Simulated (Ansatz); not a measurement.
# KBr: how the settings move a relaxation

Aim: see which settings change the result for KBr, by how much, and at what cost.

Program: Ansatz 0.2.0. Level of theory: reference: DFT, LDA, PAW with Ansatz's default frozen-core files, scalar-relativistic; relaxation of cell and atoms. These are calculated values, not measurements.

### 1 Starting point

Symmetry: Fm-3m, No. 225, cubic system. The conventional cell has a = 6.600 Å, b = 6.600 Å, c = 6.600 Å, α = 90.00°, β = 90.00°, γ = 90.00°. Around K (site symmetry m-3m) lie 6 Br at 3.30 Å. Br (site symmetry m-3m) has 6 K at 3.30 Å as nearest neighbours.

Structure file:

```
CELL_PARAMETERS angstrom
0.00000 3.30000 3.30000
3.30000 0.00000 3.30000
3.30000 3.30000 0.00000
ATOMIC_POSITIONS crystal
K 0.00000 0.00000 0.00000
Br 0.50000 0.50000 0.50000
```

### 2 Baseline

input.yaml

```yaml
crystal:
  lattice:
    - [0.0, 3.3, 3.3]
    - [3.3, 0.0, 3.3]
    - [3.3, 3.3, 0.0]
  atoms:
    - { symbol: K, position: [0.0, 0.0, 0.0] }
    - { symbol: Br, position: [0.5, 0.5, 0.5] }
kpoints:
  mp_grid: { grid: [10, 10, 10] }
scf:
  occupations: { method: fermi_dirac, width: 0.1 }
hamiltonian:
  xc: lda
  pseudopotentials: { kind: paw }
relax:
  f_tol: 0.002
  max_steps: 80
  cell: {}
output:
  forces: true
  stress: true
  write_density: true
  write_potential: true
  elf: true
  volumetric_format: npy
```

Launch:

```bash
> ansatz run input.yaml --threads 1 --pin off --max-ram 3072MiB --backend cpu --events-out ev --progress --plain --runs-dir out
```

### 3 A run with other settings

input.yaml

```yaml
crystal:
  lattice:
    - [0.0, 3.3, 3.3]
    - [3.3, 0.0, 3.3]
    - [3.3, 3.3, 0.0]
  atoms:
    - { symbol: K, position: [0.0, 0.0, 0.0], spin: 1.0 }
    - { symbol: Br, position: [0.5, 0.5, 0.5], spin: 2.0 }
kpoints:
  mp_grid: { grid: [6, 6, 6] }
scf:
  occupations: { method: fixed }
hamiltonian:
  xc: lda
  pseudopotentials: { kind: paw }
relax:
  f_tol: 0.001
  max_steps: 80
  cell: {}
  max_displacement: 0.5
output:
  forces: true
  stress: true
magnetization:
  spin_polarized: true
```

(Steps that only read results are left out.)

**Question.** What will these runs give? Wanted: for each run, ending; energy change.

The runs gave:

```tsv
run	ending	energy change	cycles	time
reference	converged	-	25	11 s
1: starting moments, mp_grid.grid [6, 6, 6], occupations.method fixed, f_tol 0.001, max_displacement 0.5, spin_polarized true	refused	-	-	0.14 s
```

Times don't compare one to one where runs were asked for different outputs or read a saved state (see the inputs); cycles may leave out searches for a lower state.

What this shows: With the changed spin polarisation, k-point mesh, smearing, convergence setting and walk settings the run ends refused. 1 of the 1 altered inputs did not end normally.
